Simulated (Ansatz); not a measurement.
**LuBi: a single-point run**

The task is a single-point run on LuBi. The structure is shown as the input types it. The cell is built on a prototype (zincblende) and needn't be the phase found in nature.

Program: Ansatz 0.2.0. Level of theory: density functional or hybrid calculation with the settings of its input, plane waves (as first typed). These are calculated values, not measurements.

5 further runs of the same task are left out: 3 for a known fault of the program, 2 that didn't finish.

**1. Starting point**

The structure is cubic, space group F-43m (No. 216). The conventional cell has a = 6.925 Å, b = 6.925 Å, c = 6.925 Å, α = 90.00°, β = 90.00°, γ = 90.00°. Lu (site symmetry -43m) is surrounded by 4 Bi at 3.00 Å. Bi (site symmetry -43m) is surrounded by 4 Lu at 3.00 Å.

Structure file:

```
Lu Bi
1.0
     0.00000    3.46236    3.46236
     3.46236    0.00000    3.46236
     3.46236    3.46236    0.00000
Lu Bi
1 1
Direct
  0.00000 0.00000 0.00000
  0.25000 0.25000 0.25000
```

**2. Running it**

Input file input.yaml:

```yaml
crystal:
  lattice:
    - [0.0, 3.46235626, 3.46235626]
    - [3.46235626, 0.0, 3.46235626]
    - [3.46235626, 3.46235626, 0.0]
  atoms:
    - { symbol: Lu, position: [0.0, 0.0, 0.0] }
    - { symbol: Bi, position: [0.25, 0.25, 0.25] }
kpoints:
  mp_grid: { grid: [4, 4, 4] }
hamiltonian:
  xc: pbesol
scf:
  occupations: { method: fixed }
  n_extra_bands: 4
  mixing: { beta: 0.005 }
  max_iter: 73
output:
  forces: true
  stress: true
  eigenvalues: true
```

Launch:

```
$ ansatz run input.yaml --threads 4 --pin off --max-ram 3686MiB --backend cpu --events-out ev --progress --plain --runs-dir out
```

What happens when this is run?

The program finished normally. Convergence says nothing about whether the input makes sense.

The suspect setting: scf.mixing.beta is 0.005. The risk: mixing too weak. Here it converged all the same; such a setting changes the road, not the converged state.

To check: delete scf.mixing.beta (the default then holds).
